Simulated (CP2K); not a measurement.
**SiSe under changes of volume**

One of the cells (20.142 Å³/atom); the others are scaled copies at fixed shape and fractional positions:

```xyz
2
Lattice="3.5952 0.0000 0.0000 -1.7976 3.1135 0.0000 0.0000 0.0000 3.5987" Properties=species:S:1:pos:R:3 pbc="T T T"
Si    1.7976    1.0378    1.7994
Se    0.0000    0.0000    0.0000
```

The cell was built by a generator and needn't be a form met in nature.

- Program: CP2K 2026.2
- Functional: PBE
- Potentials or basis: POTENTIAL_UZH Si GTH-PBE-q4, Se GTH-PBE-q6; TZVP-MOLOPT-PBE-GTH basis
- Density cutoff: 6123 eV
- k mesh: 9 × 9 × 7
- Occupations: fermi-dirac, width 0.05 eV
- Spin: no spin polarisation

```tsv
volume (Å³/atom)	energy over the lowest point (meV/atom)	pressure (GPa)
18.933	21.39	4.6
19.336	?	?
19.739	4.56	2.0
20.142	0.81	0.8
20.544	0.00	-0.3
20.947	1.84	-1.3
21.350	6.07	-2.2
```

What does the run at 19.336 Å³/atom give?

Energy over the lowest point 11.39 meV/atom; pressure 3.3 GPa.

Worked out: A Birch-Murnaghan fit of order 3 (a polynomial in V^(-2/3)) to the other rows has its minimum at 20.47 Å³/atom with B0 = V·E''(V) = 54 GPa (rough, since the energies scatter) at fixed shape and positions, which overstates the stiffness. It gives 11.31 meV/atom at 19.336 Å³/atom, against the run's 11.39, and -dE/dV = 3.3 GPa, against 3.3.

Energies are extrapolated to zero smearing.

Caveats: the basis of atomic orbitals isn't converged, which shifts pressures, moduli and gaps.
